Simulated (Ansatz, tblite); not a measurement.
# The cluster Si₄O₄: a ladder of methods and basis sets

An exercise on one series of results from a longer session: the logs are not shown, and one member is left open.

Computed with Ansatz 0.2.0, Gaussian basis. Level: as each input shows.

The runs, in order: GFN1-xTB, GFN2-xTB, PBE-D4/def2-TZVP, r2SCAN-D4/def2-TZVP, CAM-B3LYP-D4/def2-TZVP, BLYP-D4/def2-TZVP, B97M-V/def2-TZVP, PBE-D4/def2-SVP, PBE0-D4/def2-SVP, HF/STO-3G, PBE0-D4/def2-TZVPD, PBE-D4/def2-TZVPD, CAM-B3LYP-D4/def2-TZVPD, CCSD(T)/def2-SVP, MP2/def2-TZVP, RPA/def2-TZVP.

3 further runs of the same task are left out: 1 that didn't finish, 2 set aside as unsound or not needed.

### The geometry

The singlet was relaxed beforehand with B3LYP-D4/def2-SVP. At that level it is the lowest of the isomers that a small search found.

8 atoms, charge 0, spin multiplicity 1.

Bond lengths: Si1–O5 1.682 Å, Si1–O7 1.682 Å, Si2–O6 1.682 Å, Si2–O8 1.682 Å, Si3–O6 1.682 Å, Si3–O7 1.682 Å, Si4–O5 1.682 Å, Si4–O8 1.682 Å. Angles: O5–Si1–O7 101.7°, O6–Si2–O8 101.7°, O6–Si3–O7 101.7°, O5–Si4–O8 101.7°, Si1–O5–Si4 158.2°, Si2–O6–Si3 158.2°, Si1–O7–Si3 157.9°, Si2–O8–Si4 157.9°.

PBE0-D4/def2-TZVP was run before; its log isn't repeated, and its numbers join the tables.

The first run:

Tight binding, by tblite at 300 K electronic temperature and without a spin-polarisation term:

```python
tblite.interface.Calculator('GFN1-xTB', numbers, positions, charge=0, uhf=0).singlepoint()
```

Tight binding, by tblite at 300 K electronic temperature and without a spin-polarisation term:

```python
tblite.interface.Calculator('GFN2-xTB', numbers, positions, charge=0, uhf=0).singlepoint()
```

start.molden holds the orbitals of an earlier run on this state, given as this run's starting guess.

File in.yaml:

```yaml
crystal:
  periodic: [false, false, false]
  atoms:
    - {symbol: Si, position_ang: [1.748181, 0.424308, 1.347486]}
    - {symbol: Si, position_ang: [-1.362922, -1.547893, -0.893675]}
    - {symbol: Si, position_ang: [1.150308, 0.346485, -1.899782]}
    - {symbol: Si, position_ang: [-1.535530, 0.776954, 1.445845]}
    - {symbol: O, position_ang: [0.128512, 0.725708, 1.688487]}
    - {symbol: O, position_ang: [-0.128301, -0.726287, -1.688160]}
    - {symbol: O, position_ang: [1.755191, 0.467457, -0.334444]}
    - {symbol: O, position_ang: [-1.755430, -0.466733, 0.334243]}
basis:
  gaussian: {orbitals: def2-TZVP, initial_orbitals: start.molden}
hamiltonian: {xc: pbe, dispersion: d4}
scf: {omitted_lower_state_checks: [starts]}
output: {orbitals: {seedname: orbitals}}
```

The run is started by

```
$ ansatz run in.yaml --threads 4 --pin off --events-out ev --progress --plain --max-ram 4787MiB
```

Among the steps run: PBE-D4/def2-TZVP; r2SCAN-D4/def2-TZVP; CAM-B3LYP-D4/def2-TZVP; BLYP-D4/def2-TZVP; B97M-V/def2-TZVP; PBE-D4/def2-SVP; PBE0-D4/def2-SVP; HF/STO-3G; PBE0-D4/def2-TZVPD; PBE-D4/def2-TZVPD; CAM-B3LYP-D4/def2-TZVPD; CCSD(T)/def2-SVP; MP2/def2-TZVP; RPA/def2-TZVP.

One of the session's tables, all rows but one given; the rest of the session is left out.

It belongs to the step «Levels side by side». 

```
                  level  HOMO (eV)  gap (eV)
              HF/STO-3G      -4.93     11.06
        PBE-D4/def2-SVP          ?         ?
       PBE-D4/def2-TZVP      -5.83      2.48
      PBE-D4/def2-TZVPD      -5.88      2.48
      BLYP-D4/def2-TZVP      -5.67      2.52
    r2SCAN-D4/def2-TZVP      -6.04      2.75
       B97M-V/def2-TZVP      -6.08      2.93
       PBE0-D4/def2-SVP      -6.81      4.33
      PBE0-D4/def2-TZVP      -6.86      4.34
     PBE0-D4/def2-TZVPD      -6.89      4.34
 CAM-B3LYP-D4/def2-TZVP      -8.11      6.72
CAM-B3LYP-D4/def2-TZVPD      -8.15      6.71
```

**Question.** Estimate the row for PBE-D4/def2-SVP.

The run gave: HOMO (eV): -5.76; gap (eV): 2.46. In the column «HOMO (eV)» it lies between PBE-D4/def2-TZVP (-5.83) and BLYP-D4/def2-TZVP (-5.67).
